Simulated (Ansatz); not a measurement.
# CN4O2: the cost of one run

Program: Ansatz 0.2.0. Level of theory: the levels named in each step. These are calculated values, not measurements.

### Step 1. The structure to begin with

Bond lengths: N1–N2 1.098 Å, N3–N4 1.098 Å, O5–C6 1.143 Å, C6–O7 1.145 Å. Angles: O5–C6–O7 179.5°.

Coordinates:

```xyz
7

N    -1.9821   -1.7777    0.2037
N    -0.9528   -1.4131    0.3207
N    -1.6433    1.9882   -0.1425
N    -0.7726    1.6848    0.4542
O     2.2124   -0.5264    0.6874
C     1.6998   -0.1540   -0.2639
O     1.1959    0.2199   -1.2213
```

### Step 2. A rough first relaxation, PBE-D4/def2-SVP

This run stands in another session on the same molecule. It ended at:

```xyz
7

N    -2.0292   -1.7014    0.2398
N    -0.9178   -1.7104    0.2214
N    -1.6823    2.2273    0.0369
N    -0.7961    1.6553    0.3873
O     2.1584   -0.3399    0.7929
C     1.7249   -0.1504   -0.2810
O     1.2994    0.0412   -1.3590
```

### Step 3. Relaxation, HF/STO-3G

File input.yaml:

```yaml
crystal:
  periodic: [false, false, false]
  atoms:
    - { symbol: "N", position_ang: [-2.02917957, -1.70143418, 0.23981338] }
    - { symbol: "N", position_ang: [-0.91783193, -1.710351, 0.22144121] }
    - { symbol: "N", position_ang: [-1.68231464, 2.22733709, 0.03686901] }
    - { symbol: "N", position_ang: [-0.79606987, 1.65530884, 0.38731765] }
    - { symbol: O, position_ang: [2.15835901, -0.33994859, 0.79289978] }
    - { symbol: C, position_ang: [1.72493993, -0.15043327, -0.2810234] }
    - { symbol: O, position_ang: [1.29943707, 0.04118111, -1.35897762] }
basis:
  gaussian: { orbitals: STO-3G }
hamiltonian:
  xc: hf
relax:
  f_tol: 0.002
  max_steps: 150
```

Launch:

```sh
$ ansatz run input.yaml --threads 4 --pin off --max-ram 10240MiB --backend cpu --events-out ev --progress --plain --runs-dir out
```

Q: Estimate wall time and peak memory on 4 threads of Arm Neoverse N1, shared host.

About 45 s, with a peak of 0.09 GiB.
